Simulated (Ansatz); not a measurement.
# AlFH3Sb: the cost of one run

The runs use Ansatz 0.2.0, Gaussian basis; the settings change from run to run.

1 further run of the same task is left out (for a known fault of the program).

### Step 1. The geometry

The geometry comes from an earlier relaxation with PBE0-D4 in a triple-zeta def2 set; it is a stationary point. Sb takes a core potential in def2 sets; no spin-orbit term is included.

SMILES `[F][AlH][SbH2]`, 6 atoms, charge 0, spin multiplicity 1.

Atoms are counted from 1 here; the program's logs count them from 0.

Bond lengths: F1–Al2 1.653 Å, Al2–Sb3 2.636 Å, Al2–H4 1.582 Å, Sb3–H5 1.710 Å, Sb3–H6 1.709 Å. Angles: F1–Al2–Sb3 116.3°, F1–Al2–H4 116.4°, Sb3–Al2–H4 127.3°, Al2–Sb3–H5 88.3°, Al2–Sb3–H6 87.8°, H5–Sb3–H6 91.6°.

### Step 2. B97/def2-mTZVPP

Options: coordinates scaled by 1.05, relativity set to none, high accuracy.

Input file in.yaml:

```yaml
crystal:
  periodic: [false, false, false]
  atoms:
    - {symbol: F, position_ang: [-1.170300, -1.714062, 1.325434]}
    - {symbol: Al, position_ang: [-0.352903, -1.091259, -0.073285]}
    - {symbol: Sb, position_ang: [1.343876, 1.053838, 0.351516]}
    - {symbol: H, position_ang: [-0.624556, -1.890754, -1.503265]}
    - {symbol: H, position_ang: [0.884235, 1.671590, -1.270418]}
    - {symbol: H, position_ang: [-0.036147, 1.903551, 1.121508]}
basis:
  gaussian: {orbitals: def2-mTZVPP}
hamiltonian: {xc: {name: B97}, pseudopotentials: {relativity: none}}
accuracy: high
```

On the command line:

```bash
> ansatz run in.yaml --threads 2 --pin off --events-out ev --progress --plain --max-ram 4352MiB
```

**Question.** How long does this run take on 2 threads of Intel Xeon Platinum 8259CL at 2.50GHz, shared host, and how much memory does it need?

About 20 s, with a peak of 0.57 GiB.
